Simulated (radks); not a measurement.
# Taking charge from the 2s level of V¹¹⁺ in fractions

The task here is to estimate one member of a computed series from the others.

Program: radks (a radial shooting solver on a logarithmic mesh, Libxc functionals) version 1. Level of theory: scalar-relativistic Kohn-Sham, r2SCAN, spin-polarised, spherical densities, finite nucleus. These are calculated values, not measurements, unless marked.

**What is computed**

- element: vanadium (Z = 23)
- charge: +11
- electrons: 12
- configuration: [He] 2s(up 1, down 1) 2p6 3s2
- nuclear rms radius: 3.6002 fm

A shell typed twice in an input gives spin up, then spin down.

The first run:

Input:

```text
Z 23
configuration [He] 2s1 2s1 2p6 3s2
relativity scalar-relativistic
functional r2scan,r2scan
spin polarised
nucleus finite rms 3.6002 fm
c 137.035999084
```

Command:

```sh
$ python run_ks.py task.json out
```

All runs below come from this command, one after another.

Steps of the session up to this table: Start: [He] 2s(up 1, down 1) 2p6 3s2.

One table of the session follows, with a row left open; its other results are not shown here.

It belongs to the step «Start: [He] 2s(up 1, down 1) 2p6 3s2». Radial moments (bohr):

```
level      <r>  outermost maximum (interpolated)  90 % within  nodes
   1s  0.06642                            0.0435        0.119      0
   2s   0.3041                             0.254        0.471      1
   2p        ?                                 ?            ?      ?
   3s   0.8129                             0.751         1.18      2
```

Q: Estimate the row for 2p from the others.

As computed: <r>: 0.2699; outermost maximum (interpolated): 0.207; 90 % within: 0.442; nodes: 0. In the column «<r>» it lies between 1s (0.06642) and 2s (0.3041).
